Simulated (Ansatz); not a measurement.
# C₅H₁₅N₃OW: trial inputs and their diagnosis

Aim: try 4 inputs for C₅H₁₅N₃OW as typed, read how each ends, and find what has to change.

Program: Ansatz 0.2.0, Gaussian basis. Level of theory: the settings change from run to run. These are calculated values, not measurements.

**1. The relaxed structure**

The geometry comes from an earlier relaxation with PBE0-D4 in a triple-zeta def2 set; it is a stationary point, not always the lowest conformer. W takes a core potential in def2 sets; no spin-orbit term is included.

25 atoms, charge 0, spin multiplicity 1.

Atoms are counted from 1 here; the program's logs count them from 0.

Bond lengths: C1–N2 1.420 Å, C1–H11 1.096 Å, C1–H12 1.096 Å, C1–H13 1.096 Å, N2–W3 1.762 Å, W3–O4 1.725 Å, W3–N5 1.956 Å, W3–N8 1.956 Å, N5–C6 1.447 Å, N5–C7 1.443 Å, C6–H14 1.092 Å, C6–H15 1.098 Å, C6–H16 1.099 Å, C7–H17 1.089 Å, C7–H18 1.099 Å, C7–H19 1.099 Å, N8–C9 1.443 Å, N8–C10 1.447 Å and more. Angles: N2–C1–H11 112.5°, N2–C1–H12 110.3°, N2–C1–H13 110.3°, H11–C1–H12 108.2°, H11–C1–H13 108.2°, H12–C1–H13 107.2°, C1–N2–W3 153.8°, N2–W3–O4 115.2°, N2–W3–N5 106.4°, N2–W3–N8 106.4°, O4–W3–N5 108.9°, O4–W3–N8 108.9°, N5–W3–N8 111.0°, W3–N5–C6 119.9°, W3–N5–C7 127.3°, C6–N5–C7 112.8°, N5–C6–H14 111.1°, N5–C6–H15 110.8° and more.

**2. Try 1**

Input file in.yaml:

```yaml
crystal:
  periodic: [false, false, false]
  atoms:
    - {symbol: C, position_ang: [1.068915, -3.208166, -0.267724]}
    - {symbol: N, position_ang: [0.620221, -1.868829, -0.122312]}
    - {symbol: W, position_ang: [0.139885, -0.287295, -0.733134]}
    - {symbol: O, position_ang: [0.191462, -0.115199, -2.448814]}
    - {symbol: N, position_ang: [-1.694678, 0.007315, -0.122405]}
    - {symbol: C, position_ang: [-2.502531, 1.038012, -0.736761]}
    - {symbol: C, position_ang: [-2.389837, -0.694352, 0.929105]}
    - {symbol: N, position_ang: [1.364225, 1.009666, 0.069605]}
    - {symbol: C, position_ang: [2.211588, 0.815300, 1.220911]}
    - {symbol: C, position_ang: [1.475506, 2.339220, -0.489228]}
    - {symbol: H, position_ang: [1.222252, -3.487177, -1.316145]}
    - {symbol: H, position_ang: [0.341684, -3.902969, 0.167780]}
    - {symbol: H, position_ang: [2.015173, -3.352944, 0.266085]}
    - {symbol: H, position_ang: [-1.971904, 1.513007, -1.564539]}
    - {symbol: H, position_ang: [-3.432598, 0.615095, -1.139763]}
    - {symbol: H, position_ang: [-2.773766, 1.817576, -0.011862]}
    - {symbol: H, position_ang: [-1.764099, -1.487370, 1.335830]}
    - {symbol: H, position_ang: [-3.319408, -1.141840, 0.550423]}
    - {symbol: H, position_ang: [-2.661399, -0.013619, 1.747865]}
    - {symbol: H, position_ang: [3.262547, 1.014950, 0.969223]}
    - {symbol: H, position_ang: [1.933240, 1.495778, 2.037596]}
    - {symbol: H, position_ang: [2.130771, -0.207926, 1.584704]}
    - {symbol: H, position_ang: [0.867805, 2.439331, -1.390899]}
    - {symbol: H, position_ang: [1.149501, 3.102996, 0.229893]}
    - {symbol: H, position_ang: [2.515464, 2.559431, -0.765420]}
basis:
  gaussian: {orbitals: def2-mTZVP, fitting: {mean_field: cc-pVTZ-jkfit}}
hamiltonian: {xc: {name: wPBEh}, pseudopotentials: {relativity: scalar}}
output: {forces: true}
```

Started as:

```
ansatz run in.yaml --threads 4 --pin off --events-out ev --progress --plain --max-ram 66560MiB --backend cpu
```

The log of the run:

```text
Functional definition: wPBEh
  name "wPBEh"
  cite "Heyd, Scuseria & Ernzerhof, J. Chem. Phys. 118, 8207 (2003) doi:10.1063/1.1564060"
  cite "Krukau, Vydrov, Izmaylov & Scuseria, J. Chem. Phys. 125, 224106 (2006) doi:10.1063/1.2404663"
  cite "Heyd & Scuseria, J. Chem. Phys. 120, 7274 (2004) doi:10.1063/1.1668634"
  cite "Ernzerhof & Perdew, J. Chem. Phys. 109, 3313 (1998) doi:10.1063/1.476928"
  cite "Perdew, Burke & Ernzerhof, Phys. Rev. Lett. 77, 3865 (1996) doi:10.1103/PhysRevLett.77.3865"
  parent pbe
  parameter a = 0.25
  parameter omega = 0.11/bohr
  exchange = wpbe_x - a*pbe_x_sr(omega) + a*exact_x_sr(omega)
  correlation = pbe_c
Error: <dir> the basis set cc-pVTZ-JKFIT has no functions for W
```

It took 0.26 s on 4 threads, shared host.

What is wrong: Refused before any calculation. The fitting set named has no entry for an element of this molecule. Cure: leave the fitting key out, or name a set that covers all elements and suits the basis.

**3. Try 2**

Input file in.yaml:

```yaml
crystal:
  periodic: [false, false, false]
  atoms:
    - {symbol: C, position_ang: [2.438917, -7.035448, -0.463967]}
    - {symbol: N, position_ang: [1.299086, -4.099643, -0.370921]}
    - {symbol: W, position_ang: [0.247626, -0.505612, -2.000966]}
    - {symbol: O, position_ang: [0.289697, -0.065575, -5.059535]}
    - {symbol: N, position_ang: [-3.436365, -0.054359, -0.143445]}
    - {symbol: C, position_ang: [-5.280210, 2.220542, -1.317305]}
    - {symbol: C, position_ang: [-5.438613, -1.500198, 2.297462]}
    - {symbol: N, position_ang: [3.230699, 2.386865, 0.383858]}
    - {symbol: C, position_ang: [4.725545, 1.924431, 2.544050]}
    - {symbol: C, position_ang: [3.245945, 5.438263, -1.108675]}
    - {symbol: H, position_ang: [2.807043, -7.722971, -3.266755]}
    - {symbol: H, position_ang: [0.352424, -8.740445, 0.694137]}
    - {symbol: H, position_ang: [4.457890, -7.718980, 0.718457]}
    - {symbol: H, position_ang: [-4.548184, 3.356820, -3.551082]}
    - {symbol: H, position_ang: [-7.802739, 1.173317, -2.140463]}
    - {symbol: H, position_ang: [-6.092656, 3.909523, -0.195006]}
    - {symbol: H, position_ang: [-3.974220, -3.286074, 3.023480]}
    - {symbol: H, position_ang: [-7.636104, -2.418710, 1.334800]}
    - {symbol: H, position_ang: [-6.439145, -0.054403, 3.645228]}
    - {symbol: H, position_ang: [7.303800, 2.149082, 2.355409]}
    - {symbol: H, position_ang: [4.048875, 3.133926, 4.511916]}
    - {symbol: H, position_ang: [4.800131, -0.435708, 3.535373]}
    - {symbol: H, position_ang: [1.784795, 5.364873, -3.103032]}
    - {symbol: H, position_ang: [2.085640, 6.863466, 0.581427]}
    - {symbol: H, position_ang: [5.186156, 5.743602, -1.639527]}
basis:
  gaussian: {orbitals: def2-SVP}
magnetization: {spin_polarized: true, initial_magnetization: 0}
hamiltonian: {xc: {name: PBE}}
```

Launched as before.

The log of the run:

```text
Functional definition: PBE
  name "PBE"
  cite "Perdew, Burke & Ernzerhof, Phys. Rev. Lett. 77, 3865 (1996) doi:10.1103/PhysRevLett.77.3865"
  parent pbe
  parameter kappa = 0.804
  parameter beta = 0.06672455060314922
  exchange = pbe_x(kappa = kappa, mu = beta*pi^2/3)
  correlation = pbe_c(beta = beta)
2626 factors; their error is unknown
mean field evaluation 1: about -13402.2476 eV, gradient 1.5e2 eV
mean field evaluation 2: about -11902.3201 eV, gradient 2.4e2 eV
mean field evaluation 4: about -12375.0216 eV, gradient 2.5e2 eV
mean field evaluation 8: about -13633.4568 eV, gradient 1.6e1 eV
mean field evaluation 16: about -13638.1347 eV, gradient 2.1e0 eV
mean field evaluation 32: about -13653.3975 eV, gradient 2.8e-2 eV
mean field evaluation 64: about -13588.9969 eV, gradient 7.3e1 eV
mean field evaluation 96: about -13582.8142 eV, gradient 7.1e1 eV
mean field evaluation 128: about -13583.4086 eV, gradient 7.0e1 eV
mean field evaluation 160: about -13562.7483 eV, gradient 7.2e1 eV
mean field evaluation 192: about -13562.4092 eV, gradient 7.1e1 eV
mean field evaluation 224: about -13652.3934 eV, gradient 9.1e-1 eV
Error: SIGTERM received: run cancelled behind 250 evaluations of the mean field
```

Run time: 91 s. Hardware: 4 threads, shared host.

Diagnosis: The run hit its time limit. The geometry is stretched to more than twice its size. The shortest distance is 2.03 Å (C10–H25), against 1.09 Å in the relaxed molecule. Its coordinates are also moved off the relaxed structure. Fix: use the relaxed coordinates.

**4. Try 3**

Input file in.yaml:

```yaml
crystal:
  periodic: [false, false, false]
  atoms:
    - {symbol: C, position_ang: [2.019958, -6.062558, -0.505924]}
    - {symbol: N, position_ang: [1.172049, -3.531577, -0.231137]}
    - {symbol: W, position_ang: [0.264345, -0.542910, -1.385423]}
    - {symbol: O, position_ang: [0.361812, -0.217694, -4.627590]}
    - {symbol: N, position_ang: [-3.202478, 0.013824, -0.231313]}
    - {symbol: C, position_ang: [-4.729100, 1.961559, -1.392278]}
    - {symbol: C, position_ang: [-4.516139, -1.312137, 1.755754]}
    - {symbol: N, position_ang: [2.578013, 1.907993, 0.131534]}
    - {symbol: C, position_ang: [4.179297, 1.540695, 2.307188]}
    - {symbol: C, position_ang: [2.788302, 4.420486, -0.924508]}
    - {symbol: H, position_ang: [2.309722, -6.589811, -2.487155]}
    - {symbol: H, position_ang: [0.645690, -7.375546, 0.317058]}
    - {symbol: H, position_ang: [3.808126, -6.336148, 0.502828]}
    - {symbol: H, position_ang: [-3.726360, 2.859170, -2.956552]}
    - {symbol: H, position_ang: [-6.486672, 1.162361, -2.153840]}
    - {symbol: H, position_ang: [-5.241660, 3.434723, -0.022416]}
    - {symbol: H, position_ang: [-3.333665, -2.810723, 2.524353]}
    - {symbol: H, position_ang: [-6.272774, -2.157767, 1.040149]}
    - {symbol: H, position_ang: [-5.029318, -0.025737, 3.302987]}
    - {symbol: H, position_ang: [6.165324, 1.917979, 1.831566]}
    - {symbol: H, position_ang: [3.653296, 2.826611, 3.850499]}
    - {symbol: H, position_ang: [4.026574, -0.392923, 2.994657]}
    - {symbol: H, position_ang: [1.639914, 4.609669, -2.628420]}
    - {symbol: H, position_ang: [2.172243, 5.863815, 0.434434]}
    - {symbol: H, position_ang: [4.753539, 4.836625, -1.446435]}
basis:
  gaussian: {orbitals: ANO-RCC-VTZP}
hamiltonian: {xc: {name: PBE-QIDH}}
output: {forces: true}
```

Started as:

```
ansatz run in.yaml --threads 4 --pin off --events-out ev --progress --plain --max-ram 66560MiB --backend cuda --devices 0, --max-vram 37GiB
```

The log of the run:

```text
Functional definition: PBE-QIDH
  name "PBE-QIDH"
  cite "Brémond, Sancho-García, Pérez-Jiménez & Adamo, J. Chem. Phys. 141, 031101 (2014) doi:10.1063/1.4890314"
  cite "Perdew, Burke & Ernzerhof, Phys. Rev. Lett. 77, 3865 (1996) doi:10.1103/PhysRevLett.77.3865"
  parameter a = 3^(-1/3)
  parameter c = 1/3
  exchange = (1 - a)*pbe_x + a*exact_x
  correlation = (1 - c)*pbe_c + c*(mp2_os + mp2_ss)
3739 factors; integrals over basis functions are off by at most 1.3e-3 eV
mean field evaluation 1: about -450977.9679 eV, gradient 1.6e2 eV
mean field evaluation 2: about -450978.1305 eV, gradient 1.6e2 eV
mean field evaluation 4: about -450542.0543 eV, gradient 3.7e2 eV
mean field evaluation 8: about -451080.6375 eV, gradient 1.4e1 eV
mean field evaluation 16: about -451091.0950 eV, gradient 2.1e-1 eV
mean field evaluation 32: about -451091.1390 eV, gradient 2.3e-1 eV
mean field evaluation 64: about -451091.1370 eV, gradient 3.3e-2 eV
mean field evaluation 96: about -451091.0879 eV, gradient 3.5e-1 eV
mean field evaluation 128: about -451052.4975 eV, gradient 6.9e1 eV
mean field -451091.13911809 eV, -16577.2936020340 hartree, gradient 2.2e-8 eV, S^2 0.000000; 6 other end points of the search recorded, 0 dependent functions left out; unrestricted orbitals would lower it
32 core orbitals not correlated: weight in the atoms' cores, before any rotation towards them, 1.000 or more for the frozen orbitals, at most 0.000 for the correlated occupied ones
reference -451091.13918972 eV, -16577.2936046661 hartree; 42, 42 occupied and 510, 510 virtual orbitals, 3739 factors
second order -107.22392602 eV of doubles, -0.00000000 eV of singles
the calculation of the forces begins
mean field evaluation 160: about -451091.1391 eV, gradient 2.2e-8 eV
Error: SIGTERM received: run cancelled behind 160 evaluations of the mean field
```

It took 92 s on 1 × H100 (card shared with other runs) with 4 threads, shared host.

What is wrong: Time ran out. The coordinates are in bohr but typed as ångström. The shortest distance is 2.06 Å (C7–H17), against 1.09 Å in the relaxed molecule. To mend it, take the coordinates from the file in ångström.

**5. Try 4**

Input file in.yaml:

```yaml
crystal:
  periodic: [false, false, false]
  atoms:
    - {symbol: C, position_ang: [1.068915, -3.208166, -0.267724]}
    - {symbol: N, position_ang: [0.620221, -1.868829, -0.122312]}
    - {symbol: W, position_ang: [0.139885, -0.287295, -0.733134]}
    - {symbol: O, position_ang: [0.191462, -0.115199, -2.448814]}
    - {symbol: N, position_ang: [-1.694678, 0.007315, -0.122405]}
    - {symbol: C, position_ang: [-2.502531, 1.038012, -0.736761]}
    - {symbol: C, position_ang: [-2.389837, -0.694352, 0.929105]}
    - {symbol: N, position_ang: [1.364225, 1.009666, 0.069605]}
    - {symbol: C, position_ang: [2.211588, 0.815300, 1.220911]}
    - {symbol: C, position_ang: [1.475506, 2.339220, -0.489228]}
    - {symbol: H, position_ang: [1.222252, -3.487177, -1.316145]}
    - {symbol: H, position_ang: [0.341684, -3.902969, 0.167780]}
    - {symbol: H, position_ang: [2.015173, -3.352944, 0.266085]}
    - {symbol: H, position_ang: [-1.971904, 1.513007, -1.564539]}
    - {symbol: H, position_ang: [-3.432598, 0.615095, -1.139763]}
    - {symbol: H, position_ang: [-2.773766, 1.817576, -0.011862]}
    - {symbol: H, position_ang: [-1.764099, -1.487370, 1.335830]}
    - {symbol: H, position_ang: [-3.319408, -1.141840, 0.550423]}
    - {symbol: H, position_ang: [-2.661399, -0.013619, 1.747865]}
    - {symbol: H, position_ang: [3.262547, 1.014950, 0.969223]}
    - {symbol: H, position_ang: [1.933240, 1.495778, 2.037596]}
    - {symbol: H, position_ang: [2.130771, -0.207926, 1.584704]}
    - {symbol: H, position_ang: [0.867805, 2.439331, -1.390899]}
    - {symbol: H, position_ang: [1.149501, 3.102996, 0.229893]}
    - {symbol: H, position_ang: [2.515464, 2.559431, -0.765420]}
basis:
  gaussian: {orbitals: def2-TZVPP}
magnetization: {spin_polarized: true, initial_magnetization: 4}
hamiltonian: {xc: {name: revPBE}}
scf: {lower_state_search: off}
output: {forces: true}
```

Same command.

The log of the run (excerpt; [...] marks lines left out):

```text
Functional definition: revPBE
  name "revPBE"
  cite "Zhang & Yang, Phys. Rev. Lett. 80, 890 (1998) doi:10.1103/PhysRevLett.80.890"
  cite "Perdew, Burke & Ernzerhof, Phys. Rev. Lett. 77, 3865 (1996) doi:10.1103/PhysRevLett.77.3865"
[...]
2736 factors; their error is unknown
[...]
mean field -13771.43891210 eV, -506.0910454029 hartree, gradient 9.4e-6 eV, S^2 6.009259; 0 other end points of the search recorded, 0 dependent functions left out
[...]
reference -13771.43900779 eV, -506.0910489197 hartree; 46, 42 occupied and 499, 503 virtual orbitals, 2736 factors
Total energy: -13771.43900779 eV, -506.0910489197 hartree
Atom 0 at     1.068915    -3.208166    -0.267724 Å, force    -0.415559     1.057163     1.194963 eV/Å
Atom 1 at     0.620221    -1.868829    -0.122312 Å, force     2.596224    -8.310925     2.044620 eV/Å
[...]
Atom 17 at    -3.319408    -1.141840     0.550423 Å, force    -0.219710    -0.113149    -0.026132 eV/Å
Atom 18 at    -2.661399    -0.013619     1.747865 Å, force    -0.196439     0.267631     0.301202 eV/Å
Atom 19 at     3.262547     1.014950     0.969223 Å, force     0.245716     0.038782     0.003748 eV/Å
Atom 20 at     1.933240     1.495778     2.037596 Å, force    -0.035689     0.321295     0.311217 eV/Å
Atom 21 at     2.130771    -0.207926     1.584704 Å, force     0.001058    -0.245874     0.085946 eV/Å
Atom 22 at     0.867805     2.439331    -1.390899 Å, force    -0.138484    -0.039133    -0.103563 eV/Å
Atom 23 at     1.149501     3.102996     0.229893 Å, force    -0.102443     0.316615     0.339605 eV/Å
Atom 24 at     2.515464     2.559431    -0.765420 Å, force     0.263279     0.092352     0.010343 eV/Å
Dipole moment:    -0.060449     0.051293     0.684189 e Å
Checks for a lower state left out: stability, starts, cluster_reference, orbital_swaps, neighbouring_geometries, increment
```

Run time: 13 s. Hardware: 1 × H100 (card shared with other runs) with 4 threads, shared host.

**Diagnosis.** The run converged, but a converged run isn't a right one. The spin is set far too high for this molecule. It asks for 4 unpaired electrons; the ground state has 0. Its energy belongs to an excited spin state, not the ground state. To mend it, set initial_magnetization back to that of the ground state.

**6. Summary**

| try | level | ended | cause | time |
| --- | --- | --- | --- | --- |
| 1 | wPBEh/def2-mTZVP | refused | the fitting set named has no entry for an element of this molecule | 0.26 s |
| 2 | PBE/def2-SVP | timeout | the geometry is stretched to more than twice its size | 91 s |
| 3 | PBE-QIDH/ANO-RCC-VTZP | timeout | the coordinates are in bohr but typed as ångström | 92 s |
| 4 | revPBE/def2-TZVPP | converged | the spin is set far too high for this molecule | 13 s |

1 refused, 2 timeout, 1 converged. A refusal costs next to no computing time. The dangerous case is the input that converges on a wrong geometry, charge, spin, basis or grid: often only a look at the input shows it.
